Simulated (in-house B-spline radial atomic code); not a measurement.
# Cs⁸⁺: ionisation energy by several methods

The task here is to estimate one member of a computed series from the others.

The numbers are computed with in-house B-spline radial atomic code version 1 (non-relativistic, several functionals, spin-polarised, exact exchange averaged over the configuration; spherical all-electron atom at the radial basis limit), except any that are marked as measured or tabulated.

### Starting point

- element: caesium (Z = 55)
- charge: +8
- electrons: 47
- configuration: [Kr] 4d10 5s1
- nucleus: point

The outer shells:

[Kr] 4d10 5s1
```
[Kr] core
4d [↑↓][↑↓][↑↓][↑↓][↑↓]
5s [↑ ]
```

Where spins are not typed, each open shell is filled with up spins first.

The first run:

Settings of the run:

```ini
Z = 55
electrons = 47.0
configuration = [Kr] 4d10 5s1
hamiltonian = nr
method = tpssh
spin_polarised = True
exact_exchange = averaged over the configuration
```

Launch:

```bash
python run_scf.py task.json out
```

task.json lists these runs, among others, and the program works through them in turn.

Steps of the session up to this table: TPSSh; HSE06; M06-2X; ωB97X; B3LYP; PBE0.

One of the session's tables, all rows but one given; the rest of the session is left out.

| method | ΔSCF (eV) |
| --- | --- |
| TPSSh | 121.56 |
| M06-2X | 121.51 |
| B3LYP | 122.51 |
| PBE0 | 121.88 |
| HSE06 | 121.94 |
| ωB97X | ? |

Q: Estimate the row for ωB97X from the others.

As computed: ΔSCF (eV): 120.68. In the column «ΔSCF (eV)» it is the lowest.

Limits of these values: These runs leave out relativity, which matters at this nuclear charge.
